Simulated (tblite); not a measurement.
# CH7GeOSi: the cost of one run

Computed with tblite 0.8.0 and PySCF 2.14.0; each step states its level. No surroundings beyond the atoms listed, unless a continuum is named. Atoms count from 0, parts from 1.

## 1. The system as given

11 atoms, charge 0, multiplicity 2; geometry: distance geometry start.

## 2. Relaxing the cluster with GFN2-xTB

What the job is given:

```
{"job": {"kind": "relax", "xc": "GFN2-xTB", "basis": "xTB"}, "charge": 0, "multiplicity": 2}
Ge     0.569248     0.436238     0.705438
O     -0.690518    -0.737956     0.832444
Si    -2.185410    -0.157493     0.110786
C      2.054194    -0.123584    -0.379521
H      0.991651     1.079307     2.049916
H     -3.311224    -0.927644     0.530329
H     -2.402885     1.244848     0.573363
H     -2.093115    -0.218892    -1.362988
H      2.791284    -0.805775     0.108849
H      2.629564     0.788390    -0.684453
H      1.645330    -0.620071    -1.245619
```

Method: GFN2-xTB geometry optimisation, gas phase.

The run is started by

```bash
$ OMP_NUM_THREADS=1 python cluster_run.py task.json out
```

One launch serves the whole session: the jobs run in the order shown.

Q: Estimate the wall time of this first job on 1 thread of Arm Neoverse V1, shared host.

About 1.9 s.
